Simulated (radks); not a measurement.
# Al with its nuclear charge varied continuously

What is the energy between the elements? 13 electrons are held in [Ne] 3s2 3p1 while Z is changed in small steps.

Method: scalar-relativistic Kohn-Sham, PBE, spin-polarised, spherical densities, point nucleus; open shells are filled with parallel spins first. Code: radks (a radial shooting solver on a logarithmic mesh, Libxc functionals) version 1.

## Step 1: The system

```
element       : aluminium (Z = 13)
charge        : 0
electrons     : 13
configuration : [Ne] 3s2 3p1
```

Outer shells as boxes (Hund's rule):

Al
```
[Ne] core
3s [↑↓]
3p [↑ ][  ][  ]
```

In the logs a row gives level, spin channel, occupation and eigenvalue; Etot, Ekin, Encl (electron-nucleus), Eh (Hartree) and Exc are energies, all in hartree; err is the last residual, it the number of iterations.

## Step 2: Z = 13

Settings of this run:

```text
Z 13
configuration [Ne] 3s2 3p1
relativity scalar-relativistic
functional pbe,pbe
spin polarised
nucleus point
c 137.035999084
```

The log of the run:

```text
1s      1   1.0000         -55.53109306
2s      1   1.0000          -3.97285852
2p      1   3.0000          -2.55747332
3s      1   1.0000          -0.29567964
3p      1   1.0000          -0.11062100
1s      2   1.0000         -55.52943569
2s      2   1.0000          -3.97083491
2p      2   3.0000          -2.55488717
3s      2   1.0000          -0.26759451
3p      2   0.0000          -0.08170663
Etot -242.69177012693314
Ekin 243.13459353286012
Encl -580.4124249293516
Eh 113.02707576935543
Exc -18.441014499797088
err 4.570932858834772e-10
it 14
```

3p up is the highest filled level (-3.010 eV).

Sizes of the orbitals, from the radial functions (bohr):

| level | occupation | energy (eV) | <r> | outermost maximum (interpolated) | 90 % within | nodes |
| --- | --- | --- | --- | --- | --- | --- |
| 2s up | 1 | -108.11 | 0.6260 | 0.496 | 0.991 | 1 |
| 2s down | 1 | -108.05 | 0.6261 | 0.497 | 0.991 | 1 |
| 2p up | 3 | -69.592 | 0.6035 | 0.429 | 1.02 | 0 |
| 2p down | 3 | -69.522 | 0.6035 | 0.429 | 1.02 | 0 |
| 3s up | 1 | -8.046 | 2.549 | 2.10 | 3.90 | 2 |
| 3s down | 1 | -7.282 | 2.535 | 2.07 | 3.90 | 2 |
| 3p up | 1 | -3.010 | 3.402 | 2.64 | 5.40 | 1 |
| 3p down | 0 | -2.223 | 3.471 | 2.63 | 5.56 | 1 |

Radial density 4πr²ρ:

| r (bohr) | 4πr²ρ (e/bohr) |
| --- | --- |
| 0.00500 | 0.3986 |
| 0.00734 | 0.8054 |
| 0.0108 | 1.582 |
| 0.0158 | 2.980 |
| 0.0232 | 5.282 |
| 0.0341 | 8.565 |
| 0.0501 | 12.21 |
| 0.0735 | 14.49 |
| 0.108 | 13.49 |
| 0.158 | 10.00 |
| 0.233 | 8.646 |
| 0.342 | 11.38 |
| 0.502 | 12.42 |
| 0.736 | 7.782 |
| 1.08 | 2.633 |
| 1.59 | 1.184 |
| 2.33 | 1.194 |
| 3.42 | 0.6697 |
| 5.02 | 0.1665 |
| 7.37 | 0.01947 |

## Step 3: Z = 12.8

Input: that of step 2 with these lines changed.

```diff
@@ -1,2 +1,2 @@
-Z 13
+Z 12.8
 configuration [Ne] 3s2 3p1
```

The log of the run:

```text
1s      1   1.0000         -53.56698669
2s      1   1.0000          -3.70897963
2p      1   3.0000          -2.33274978
3s      1   1.0000          -0.22951733
3p      1   1.0000          -0.06200210
1s      2   1.0000         -53.56565302
2s      2   1.0000          -3.70732418
2p      2   3.0000          -2.33065054
3s      2   1.0000          -0.20441380
3p      2   0.0000          -0.03571543
Etot -233.84981817950327
Ekin 234.24310331726795
Encl -560.0999213570276
Eh 110.04673739790843
Exc -18.039737537652023
err 6.846777461498736e-10
it 14
```

Energy against step 2 (Z = 13): +240.602 eV. The top filled level is 3p up, -1.687 eV.

## Step 4: Z = 12.9

Input: that of step 3 with these lines changed.

```diff
@@ -1,2 +1,2 @@
-Z 12.8
+Z 12.9
 configuration [Ne] 3s2 3p1
```

The log of the run:

```text
1s      1   1.0000         -54.54362715
2s      1   1.0000          -3.83926769
2p      1   3.0000          -2.44348136
3s      1   1.0000          -0.26174330
3p      1   1.0000          -0.08544743
1s      2   1.0000         -54.54213263
2s      2   1.0000          -3.83742790
2p      2   3.0000          -2.44113922
3s      2   1.0000          -0.23511836
3p      2   0.0000          -0.05782651
Etot -238.2485512030462
Ekin 238.6662197773037
Encl -570.2153973459949
Eh 111.54124798056478
Exc -18.24062161491976
err 5.551830403396105e-10
it 14
```

E − E(step 2, Z = 13) = +120.906 eV. Highest occupied level: 3p up at -2.325 eV.

## Step 5: Z = 13.1

Input: that of step 4 with these lines changed.

```diff
@@ -1,2 +1,2 @@
-Z 12.9
+Z 13.1
 configuration [Ne] 3s2 3p1
```

The log of the run:

```text
1s      1   1.0000         -56.52928241
2s      1   1.0000          -4.10964459
2p      1   3.0000          -2.67461844
3s      1   1.0000          -0.33123620
3p      1   1.0000          -0.13743660
1s      2   1.0000         -56.52746021
2s      2   1.0000          -4.10743752
2p      2   3.0000          -2.67178714
3s      2   1.0000          -0.30174108
3p      2   0.0000          -0.10726334
Etot -247.179423479039
Ekin 247.6481746068376
Encl -590.6921343141554
Eh 114.50553476300018
Exc -18.640998534721426
err 3.8173497395573376e-10
it 14
```

Energy against step 2 (Z = 13): -122.115 eV. Highest occupied level: 3p up at -3.740 eV.

## Step 6: Z = 13.2

Input: that of step 5 with these lines changed.

```diff
@@ -1,2 +1,2 @@
-Z 13.1
+Z 13.2
 configuration [Ne] 3s2 3p1
```

The log of the run:

```text
1s      1   1.0000         -57.53812009
2s      1   1.0000          -4.24954571
2p      1   3.0000          -2.79483684
3s      1   1.0000          -0.36834725
3p      1   1.0000          -0.16582974
1s      2   1.0000         -57.53613111
2s      2   1.0000          -4.24715542
2p      2   3.0000          -2.79175926
3s      2   1.0000          -0.33748435
3p      2   0.0000          -0.13442743
Etot -251.71146832522822
Ekin 252.2069243769168
Encl -601.0553531111086
Eh 115.97759406489251
Exc -18.840633655928926
err 3.2228927555579295e-10
it 14
```

Energy against step 2 (Z = 13): -245.438 eV. Highest occupied level: 3p up at -4.512 eV.

## Step 7: Z = 13.3

Input: that of step 6 with these lines changed.

```diff
@@ -1,2 +1,2 @@
-Z 13.2
+Z 13.3
 configuration [Ne] 3s2 3p1
```

The log of the run:

```text
1s      1   1.0000         -58.55754808
2s      1   1.0000          -4.39249911
2p      1   3.0000          -2.91806611
3s      1   1.0000          -0.40696233
3p      1   1.0000          -0.19574990
1s      2   1.0000         -58.55539049
2s      2   1.0000          -4.38992578
2p      2   3.0000          -2.91474118
3s      2   1.0000          -0.37476784
3p      2   0.0000          -0.16314472
Etot -256.28786819928325
Ekin 256.8108125387803
Encl -611.5027193833295
Eh 117.44400422279654
Exc -19.03996557753061
err 2.7463582570377106e-10
it 14
```

E − E(step 2, Z = 13) = -369.969 eV. The top filled level is 3p up, -5.327 eV.

## Step 8: Z = 13.4

Input: that of step 7 with these lines changed.

```diff
@@ -1,2 +1,2 @@
-Z 13.3
+Z 13.4
 configuration [Ne] 3s2 3p1
```

The log of the run:

```text
1s      1   1.0000         -59.58752006
2s      1   1.0000          -4.53845396
2p      1   3.0000          -3.04425573
3s      1   1.0000          -0.44704124
3p      1   1.0000          -0.22715619
1s      2   1.0000         -59.58519208
2s      2   1.0000          -4.53569771
2p      2   3.0000          -3.04068246
3s      2   1.0000          -0.41354665
3p      2   0.0000          -0.19337133
Etot -260.90859174464947
Ekin 261.4598151925817
Encl -622.0347441282079
Eh 118.90536760901006
Exc -19.239030418033362
err 1.7452451717611182e-10
it 15
```

Energy against step 2 (Z = 13): -495.705 eV. 3p up is the highest filled level (-6.181 eV).

## Step 9: Z = 13.5

Input: that of step 8 with these lines changed.

```diff
@@ -1,2 +1,2 @@
-Z 13.4
+Z 13.5
 configuration [Ne] 3s2 3p1
```

The log of the run:

```text
1s      1   1.0000         -60.62799804
2s      1   1.0000          -4.68736800
2p      1   3.0000          -3.17336382
3s      1   1.0000          -0.48855100
3p      1   1.0000          -0.26001464
1s      2   1.0000         -60.62549797
2s      2   1.0000          -4.68442892
2p      2   3.0000          -3.16954128
3s      2   1.0000          -0.45378409
3p      2   0.0000          -0.22507086
Etot -265.5736117677098
Ekin 266.15391355661154
Encl -632.6518485983975
Eh 120.36218078208142
Exc -19.43785750800527
err 1.5052771887294625e-10
it 15
```

Energy against step 2 (Z = 13): -622.647 eV. Highest occupied level: 3p up at -7.075 eV.

## Step 10: Z = 13.6

Input: that of step 9 with these lines changed.

```diff
@@ -1,2 +1,2 @@
-Z 13.5
+Z 13.6
 configuration [Ne] 3s2 3p1
```

The log of the run:

```text
1s      1   1.0000         -61.67895029
2s      1   1.0000          -4.83920545
2p      1   3.0000          -3.30535490
3s      1   1.0000          -0.53146401
3p      1   1.0000          -0.29429654
1s      2   1.0000         -61.67627652
2s      2   1.0000          -4.83608360
2p      2   3.0000          -3.30128225
3s      2   1.0000          -0.49544952
3p      2   0.0000          -0.25821250
Etot -270.28290454630644
Ekin 270.8930930564112
Encl -643.3543879907222
Eh 121.81486157851367
Exc -19.636471190509113
err 1.3049276485165453e-10
it 15
```

E − E(step 2, Z = 13) = -750.793 eV. The top filled level is 3p up, -8.008 eV.

## Step 11: Z = 13.7

Input: that of step 10 with these lines changed.

```diff
@@ -1,2 +1,2 @@
-Z 13.6
+Z 13.7
 configuration [Ne] 3s2 3p1
```

The log of the run:

```text
1s      1   1.0000         -62.74034990
2s      1   1.0000          -4.99393551
2p      1   3.0000          -3.44019849
3s      1   1.0000          -0.57575674
3p      1   1.0000          -0.32997718
1s      2   1.0000         -62.73750089
2s      2   1.0000          -4.99063095
2p      2   3.0000          -3.43587497
3s      2   1.0000          -0.53851687
3p      2   0.0000          -0.29276981
Etot -275.03644930581794
Ekin 275.67734265580293
Encl -654.1426672605737
Eh 123.26376732854496
Exc -19.834892029592126
err 2.597729926213876e-09
it 14
```

Energy against step 2 (Z = 13): -880.144 eV. 3p up is the highest filled level (-8.979 eV).

## Step 12: Z = 13.8

Input: that of step 11 with these lines changed.

```diff
@@ -1,2 +1,2 @@
-Z 13.7
+Z 13.8
 configuration [Ne] 3s2 3p1
```

The log of the run:

```text
1s      1   1.0000         -63.81217379
2s      1   1.0000          -5.15153140
2p      1   3.0000          -3.57786810
3s      1   1.0000          -0.62140884
3p      1   1.0000          -0.36703508
1s      2   1.0000         -63.80914809
2s      2   1.0000          -5.14804414
2p      2   3.0000          -3.57329301
3s      2   1.0000          -0.58296371
3p      2   0.0000          -0.32871980
Etot -279.83422781051075
Ekin 280.5066543350239
Encl -665.0169520919592
Eh 124.70920759606983
Exc -20.033137649645333
err 2.3299595361891013e-09
it 14
```

E − E(step 2, Z = 13) = -1010.7 eV. The top filled level is 3p up, -9.988 eV.

## Step 13: Z = 13.9

Input: that of step 12 with these lines changed.

```diff
@@ -1,2 +1,2 @@
-Z 13.8
+Z 13.9
 configuration [Ne] 3s2 3p1
```

The log of the run:

```text
1s      1   1.0000         -64.89440196
2s      1   1.0000          -5.31196955
2p      1   3.0000          -3.71834045
3s      1   1.0000          -0.66840256
3p      1   1.0000          -0.40545134
1s      2   1.0000         -64.89119817
2s      2   1.0000          -5.30829962
2p      2   3.0000          -3.71351316
3s      2   1.0000          -0.62877046
3p      2   0.0000          -0.36604225
Etot -284.6762240368236
Ekin 285.381022705333
Encl -675.9774768362574
Eh 126.1514534364077
Exc -20.231223342306944
err 2.098461351442921e-09
it 14
```

E − E(step 2, Z = 13) = -1142.5 eV. 3p up is the highest filled level (-11.033 eV).

## Step 14: Z = 14

Input: that of step 13 with these lines changed.

```diff
@@ -1,2 +1,2 @@
-Z 13.9
+Z 14
 configuration [Ne] 3s2 3p1
```

The log of the run:

```text
1s      1   1.0000         -65.98701697
2s      1   1.0000          -5.47522907
2p      1   3.0000          -3.86159490
3s      1   1.0000          -0.71672222
3p      1   1.0000          -0.44520922
1s      2   1.0000         -65.98363378
2s      2   1.0000          -5.47137650
2p      2   3.0000          -3.85651487
3s      2   1.0000          -0.67591991
3p      2   0.0000          -0.40471927
Etot -289.5624239074473
Ekin 290.30044467810853
Encl -687.0244503512033
Eh 127.59074427625687
Exc -20.429162510609373
err 1.897083486959221e-09
it 14
```

Energy against step 2 (Z = 13): -1275.4 eV. The top filled level is 3p up, -12.115 eV.

## Step 15: Summary of results

| Z | E (hartree) | E(electron-nucleus)/Z (hartree) | highest level | its energy (eV) | <r> (bohr) |
| --- | --- | --- | --- | --- | --- |
| 12.8 | -233.84982 | -43.7578 | 3p up | -1.687 | 3.758 |
| 12.9 | -238.24855 | -44.2027 | 3p up | -2.325 | 3.566 |
| 13 | -242.69177 | -44.6471 | 3p up | -3.010 | 3.402 |
| 13.1 | -247.17942 | -45.0910 | 3p up | -3.740 | 3.258 |
| 13.2 | -251.71147 | -45.5345 | 3p up | -4.512 | 3.130 |
| 13.3 | -256.28787 | -45.9776 | 3p up | -5.327 | 3.016 |
| 13.4 | -260.90859 | -46.4205 | 3p up | -6.181 | 2.912 |
| 13.5 | -265.57361 | -46.8631 | 3p up | -7.075 | 2.818 |
| 13.6 | -270.28290 | -47.3055 | 3p up | -8.008 | 2.731 |
| 13.7 | -275.03645 | -47.7476 | 3p up | -8.979 | 2.651 |
| 13.8 | -279.83423 | -48.1896 | 3p up | -9.988 | 2.577 |
| 13.9 | -284.67622 | -48.6315 | 3p up | -11.033 | 2.507 |
| 14 | -289.56242 | -49.0732 | 3p up | -12.115 | 2.443 |

What this shows: At Z = 13 the central difference of E is -44.654 hartree, against -44.647 from the Hellmann-Feynman theorem; the scalar-relativistic energy here is not variational, so the two differ by a part that grows with Z. The top level goes from -1.687 eV at Z = 12.8 to -12.115 eV at Z = 14.
